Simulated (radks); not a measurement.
**Ionisation of Sn: one atom, several choices of relativity**

An exercise on one series of results from a longer session: the logs are not shown, and one member is left open.

The numbers are computed with radks (a radial shooting solver on a logarithmic mesh, Libxc functionals) version 1 (Kohn-Sham, PBEsol, spin-unpolarised, spherical densities), except any that are marked as measured or tabulated.

## What is computed

| Item | Value |
| --- | --- |
| element | tin (Z = 50) |
| charge | 0 |
| electrons | 50 |
| configuration | [Kr] 4d10 5s2 5p2 |
| ion | Sn⁺, [Kr] 4d10 5s2 5p1 |
| choices | non-relativistic; scalar-relativistic; Dirac, 2j+1 shares; Dirac, low j first; scalar-relativistic, finite nucleus; Dirac, 2j+1 shares, finite nucleus; Dirac, c × 0.75; Dirac, c × 0.85; Dirac, c × 5 |

The first run:

The run's settings:

```text
Z 50
configuration [Kr] 4d10 5s2 5p2
relativity non-relativistic
functional pbe_sol,pbe_sol
spin unpolarised
nucleus point
```

Steps of the session up to this table: non-relativistic: Sn.

One of the session's tables, all rows but one given; the rest of the session is left out.

Radial moments (bohr):

| level | <r> | outermost maximum (interpolated) | 90 % within | nodes |
| --- | --- | --- | --- | --- |
| 3s | 0.3528 | 0.320 | 0.518 | 2 |
| 3p | 0.3438 | 0.307 | 0.515 | 1 |
| 3d | 0.3148 | 0.252 | 0.495 | 0 |
| 4s | ? | ? | ? | ? |
| 4p | 0.8991 | 0.800 | 1.32 | 2 |
| 4d | 1.089 | 0.882 | 1.69 | 1 |
| 5s | 2.494 | 2.10 | 3.71 | 4 |
| 5p | 3.243 | 2.58 | 4.98 | 3 |

**Question.** Estimate the row for 4s.

As computed: <r>: 0.8490; outermost maximum (interpolated): 0.772; 90 % within: 1.23; nodes: 3. In the column «<r>» it lies between 3s (0.3528) and 4p (0.8991).

Caveats from the session: Runs with a scaled speed of light are not ranked. Spin polarisation and multiplet splitting of open shells are left out at every level.
